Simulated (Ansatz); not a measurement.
# BClFHO (SMILES OB(F)Cl): functionals against CCSD(T) at one geometry

An exercise on one series of results from a longer session: the logs are not shown, and one member is left open.

Program: Ansatz 0.2.0, Gaussian basis. Level of theory: single points in def2-TZVPP. These are calculated values, not measurements.

Correlated methods freeze the cores. B3LYP uses VWN-RPA correlation.

### The system as given

SMILES `OB(F)Cl`, 5 atoms, charge 0, spin multiplicity 1.

Atoms are counted from 1 here; the program's logs count them from 0.

Bond lengths: O1–B2 1.317 Å, O1–H5 0.967 Å, B2–F3 1.283 Å, B2–Cl4 1.730 Å. Angles: B2–O1–H5 116.3°, O1–B2–F3 116.9°, O1–B2–Cl4 125.1°, F3–B2–Cl4 117.9°.

Geometry (Å):

```xyz
5
BClFHO
O     0.5089    0.8275    0.3126
B     0.0516   -0.3846    0.0772
F     0.5941   -1.3471    0.7301
Cl   -1.2921   -0.7582   -0.9468
H     0.0925    1.5465   -0.1824
```

The first run:

File run/in.yaml:

```yaml
crystal:
  periodic: [false, false, false]
  atoms:
    - {symbol: O, position_ang: [0.508900, 0.827500, 0.312600]}
    - {symbol: B, position_ang: [0.051600, -0.384600, 0.077200]}
    - {symbol: F, position_ang: [0.594100, -1.347100, 0.730100]}
    - {symbol: Cl, position_ang: [-1.292100, -0.758200, -0.946800]}
    - {symbol: H, position_ang: [0.092500, 1.546500, -0.182400]}
basis:
  gaussian: {orbitals: def2-TZVPP}
correlation: {method: ccsd_t}
output: {forces: true}
```

The command line of these runs was not kept.

Steps of the session up to this table: CCSD(T)/def2-TZVPP; PBE0-D4/def2-TZVPP; wB97M-V/def2-TZVPP; r2SCAN-D4/def2-TZVPP; PBE-D4/def2-TZVPP; B3LYP-D4/def2-TZVPP; BHLYP-D4/def2-TZVPP.

One of the session's tables, all rows but one given; the rest of the session is left out.

| method | RMS force component (eV/Å) | angle to CCSD(T) forces (°) | dipole (D) |
| --- | --- | --- | --- |
| CCSD(T) | 0.905 | reference | 1.99 |
| PBE0-D4 | 0.790 | 5.9 | 2.00 |
| wB97M-V | 0.867 | 5.1 | 1.99 |
| r2SCAN-D4 | 0.839 | 3.8 | 1.97 |
| PBE-D4 | ? | ? | ? |
| B3LYP-D4 | 0.855 | 6.9 | 2.00 |
| BHLYP-D4 | 0.733 | 22.9 | 2.07 |

Estimate the missing values for PBE-D4.

The run gave: RMS force component (eV/Å): 0.985; angle to CCSD(T) forces (°): 12.3; dipole (D): 1.93. In the column «RMS force component (eV/Å)» it is the highest.
